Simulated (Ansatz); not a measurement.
This script for Ansatz 0.2.0, Python API starts 2 runs on C, space group Fd-3m. What input does the engine get in each?

Script `defect_c.py`:
```python
'''Point defect (substitution) in C.'''

import ansatz
import numpy as np

params = {
    'mesh': (4, 4, 4),
    'smearing': 'fermi_dirac',
    'width_ev': 0.02,
}


def main() -> None:
    vectors = np.array([
        [0.0, 1.78337, 1.78337],
        [1.78337, 0.0, 1.78337],
        [1.78337, 1.78337, 0.0],
    ])
    material = (
        ansatz.Lattice.of(vectors)
        .atom('C', (0.0, 0.0, 0.0))
        .atom('C', (0.25, 0.25, 0.25))
    )
    host = material.supercell(2)
    defective = host.substitution('N', at=(0.0, 0.0, 0.0), replaces='C')

    def with_settings(structure):
        return (
            structure.calculation()
            .functional(ansatz.Functional.PBE)
            .basis(34 * ansatz.Ry)
            .kpoints(*params['mesh'])
            .occupations(params['smearing'], width=params['width_ev'])
            .band_table()
        )


    perfect = with_settings(host).run(threads=1).report
    calc = with_settings(defective).relax(force_tolerance=0.02, max_steps=40)
    done = calc.run(threads=1)
    summary = done.report

    n_host, n_defect = len(perfect['lattice']['sites']), len(summary['lattice']['sites'])
    print(f'perfect cell: {n_host} atoms, F = {perfect["free_energy_ev"]:.4f} eV')
    print(f'defect cell:  {n_defect} atoms, F = {summary["free_energy_ev"]:.4f} eV')
    # chemical potentials are still to be added to this difference
    print(f'difference {summary["free_energy_ev"] - perfect["free_energy_ev"]:.4f} eV (no chemical potentials)')

    pull = np.linalg.norm(summary['forces_ev_ang'], axis=1)
    for atom in np.argsort(-pull)[:5]:
        print(f'force on {done.lattice.sites[atom].symbol}{atom}: {pull[atom]:.3f} eV/A')

    start = np.array([site.position for site in defective.resolved().sites])
    step = np.array([site.position_frac for site in done.lattice.sites]) - start
    moved = np.linalg.norm((step - np.round(step)) @ done.lattice.cell_ang, axis=1)
    print('relaxation by atom (A):', ' '.join(f'{site.symbol}:{d:.3f}' for site, d in zip(done.lattice.sites, moved)))


if __name__ == '__main__':
    main()
```

Run 1:
```yaml
crystal:
  lattice:
    - [0.0, 1.78337, 1.78337]
    - [1.78337, 0.0, 1.78337]
    - [1.78337, 1.78337, 0.0]
  atoms:
    - { symbol: C, position: [0.0, 0.0, 0.0] }
    - { symbol: C, position: [0.25, 0.25, 0.25] }
  supercell: [2, 2, 2]
basis:
  ecutwfc: 462.593566181796
kpoints:
  mp_grid:
    grid: [4, 4, 4]
hamiltonian:
  xc: pbe
scf:
  occupations:
    method: fermi_dirac
    width: 0.02
output:
  eigenvalues: true
```

Run 2, against run 1:
```diff
+  defects:
+    - { substitution: { at: 0, symbol: "N" } }
+relax:
+  f_tol: 0.02
+  max_steps: 40
```

Running `python defect_c.py` prints:
```text
perfect cell: 16 atoms, F = -4012.9633 eV
defect cell:  16 atoms, F = -4141.9419 eV
difference -128.9786 eV (no chemical potentials)
force on C13: 0.012 eV/A
force on C11: 0.012 eV/A
force on C15: 0.012 eV/A
force on C7: 0.012 eV/A
force on C8: 0.003 eV/A
relaxation by atom (A): N:0.000 C:0.058 C:0.000 C:0.058 C:0.000 C:0.058 C:0.000 C:0.001 C:0.000 C:0.058 C:0.000 C:0.001 C:0.000 C:0.001 C:0.000 C:0.001
```

What to keep in mind:
- Total energies depend on the potentials; only differences at equal settings carry meaning. A total without «per atom» is that of the whole cell that was run.
- Extra carriers fill band states at a few k-points, so forces and energy hang on the mesh.
- The difference holds no chemical potentials.
- The supercell is small, so the defect meets its images and the energies aren't those of an isolated defect; a partly filled defect level may also lower its energy by spin or distortion. For a charged cell the difference holds no correction, alignment or term for the electrons' reservoir.
- It ran for 18 s on 1 thread of Arm Neoverse V1, on a shared host, peak memory 0.41 GiB.
